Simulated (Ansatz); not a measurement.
# Na3OsRu: the cost of one run

Method: DFT PBE, scalar-relativistic, plane waves, PAW, in Ansatz 0.2.0.

**1. The starting structure**

Symmetry: Pm-3m, No. 221, cubic system. The conventional cell has a = 4.396 Å, b = 4.396 Å, c = 4.396 Å, α = 90.00°, β = 90.00°, γ = 90.00°. Na (site symmetry 4/mmm) is surrounded by 2 Os at 2.20 Å. Around Ru (site symmetry m-3m) lie 12 Na at 3.11 Å. Around Os (site symmetry m-3m) lie 6 Na at 2.20 Å.

Coordinates:

```xyz
5
Lattice="4.3962 0.0000 0.0000 0.0000 4.3962 0.0000 0.0000 0.0000 4.3962" Properties=species:S:1:pos:R:3 pbc="T T T"
Na    0.0000    2.1981    2.1981
Na    2.1981    0.0000    2.1981
Na    2.1981    2.1981    0.0000
Ru    0.0000    0.0000    0.0000
Os    2.1981    2.1981    2.1981
```

Recipe of the guess: species swapped into a database cell of Mn3IrN (Pm-3m, No. 221), with Na on the Mn sites, Ru on the Ir sites and Os on the N sites. Lengths come from tabulated atomic sizes and are only a guess.

**2. Probe: one point on a coarse mesh**

Input file input.yaml:

```yaml
crystal:
  lattice:
    - [4.39615908, 0.0, 0.0]
    - [0.0, 4.39615908, 0.0]
    - [0.0, 0.0, 4.39615908]
  atoms:
    - { symbol: Na, position: [0.0, 0.5, 0.5] }
    - { symbol: Na, position: [0.5, 0.0, 0.5] }
    - { symbol: Na, position: [0.5, 0.5, 0.0] }
    - { symbol: Ru, position: [0.0, 0.0, 0.0] }
    - { symbol: Os, position: [0.5, 0.5, 0.5] }
basis:
  ecutwfc: 420
kpoints:
  mp_grid: { grid: [4, 4, 4] }
hamiltonian:
  xc: pbe
scf:
  occupations: { method: gaussian, width: 0.1 }
  lower_state_search: "off"
output:
  forces: true
  stress: true
  eigenvalues: true
```

The run is started by

```
ansatz run input.yaml --threads 1 --pin off --max-ram 2048MiB --backend cpu --events-out ev --progress --plain --runs-dir out
```

Q: Estimate wall time and peak memory on 1 thread of Arm Neoverse V2, shared host.

About 1.6 s, with a peak of 0.33 GiB.
